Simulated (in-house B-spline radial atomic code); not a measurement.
# Eu¹⁰⁺: Hartree-Fock with and without relativity

Aim: what relativity does to the energy, levels and radii of Eu¹⁰⁺.

The numbers are computed with in-house B-spline radial atomic code version 1 (Hartree-Fock averaged over the configuration, non-relativistic (point nucleus) and Dirac-Coulomb (finite nucleus); spherical all-electron atom at the radial basis limit), except any that are marked as measured or tabulated.

### Step 1. Starting point

| Item | Value |
| --- | --- |
| element | europium (Z = 63) |
| charge | +10 |
| electrons | 53 |
| configuration | [Kr] 4d10 4f5 5s2 |
| nucleus | point (non-relativistic run); Fermi, rms radius 5.112 fm (Dirac runs) |

Outer shells as boxes (Hund's rule):

[Kr] 4d10 4f5 5s2
```
[Kr] core
4d [↑↓][↑↓][↑↓][↑↓][↑↓]
4f [↑ ][↑ ][↑ ][↑ ][↑ ][  ][  ]
5s [↑↓]
```

The boxes draw the filling by Hund's rule, which heavy ions in jj coupling don't follow; these runs average over all states of the configuration.

### Step 2. Non-relativistic run

Settings of the run:

```ini
Z = 63
electrons = 53.0
configuration = [Kr] 4d10 4f5 5s2
hamiltonian = nr
method = hf
spin_polarised = False
```

### Step 3. Dirac-Coulomb run

Settings of the run:

```ini
Z = 63
electrons = 53.0
configuration = [Kr] 4d10 4f5 5s2
hamiltonian = dirac
method = hf
spin_polarised = False
nucleus = fermi
rms_radius = 5.1115
mass_number = 153
atomic_mass = 152.921236789
speed_of_light = 137.035999084
```

### Step 4. Dirac-Coulomb run in the lowest jj configuration, 1s2 2s2 2p6 3s2 3p6 3d10 4s2 4p6 4d10 4f-5 5s2

In configurations, a minus sign after the shell means j = l − 1/2 and a plus sign j = l + 1/2; the count of electrons follows.

Settings: those of step 3 with these lines changed.

```diff
@@ -2,3 +2,3 @@
 electrons = 53.0
-configuration = [Kr] 4d10 4f5 5s2
+configuration = 1s2 2s2 2p6 3s2 3p6 3d10 4s2 4p6 4d10 4f-5 5s2
 hamiltonian = dirac
```

How much does each shell's level and mean radius change with the Dirac Hamiltonian, and the total energy?

**Answer**, as computed:

Levels and radii; the Dirac values are averaged over j with the occupations as weights.

| shell | ε non-rel. (eV) | ε Dirac (eV) | <r> non-rel. (bohr) | <r> Dirac (bohr) | change of <r> (%) |
| --- | --- | --- | --- | --- | --- |
| 1s | -46177.1 | -48974.6 | 0.02408 | 0.02231 | -7.33 |
| 2s | -7580.21 | -8299.39 | 0.1025 | 0.09450 | -7.83 |
| 2p | -7200.48 | -7429.50 | 0.08711 | 0.08362 | -4.01 |
| 3s | -1838.23 | -2007.08 | 0.2643 | 0.2482 | -6.10 |
| 3p | -1668.26 | -1727.86 | 0.2545 | 0.2467 | -3.07 |
| 3d | -1356.34 | -1343.32 | 0.2264 | 0.2255 | -0.41 |
| 4s | -511.62 | -552.27 | 0.5943 | 0.5632 | -5.23 |
| 4p | -442.73 | -456.32 | 0.6095 | 0.5946 | -2.45 |
| 4d | -320.22 | -317.45 | 0.6412 | 0.6417 | +0.07 |
| 4f | -177.25 | -172.76 | 0.7279 | 0.7433 | +2.13 |
| 5s | -181.18 | -190.35 | 1.291 | 1.231 | -4.67 |

What this shows: Relativity and the finite nucleus together change the total energy by -423.27 hartree (-4.1 %). The first-order mass-velocity and Darwin terms of the non-relativistic run add up to -374.27 hartree, 88 % of it. 2s shrinks most on the average over j, by -7.83 %, while 4f expands by 2.13 %, being screened better by the contracted inner s and p shells. Spin-orbit coupling splits the 4f level by 0.725 eV and the 2p level by 649.93 eV. The lowest jj configuration lies 5.319 eV below the average over the whole configuration. Breit terms add 9.67 hartree and QED terms 6.49 hartree.
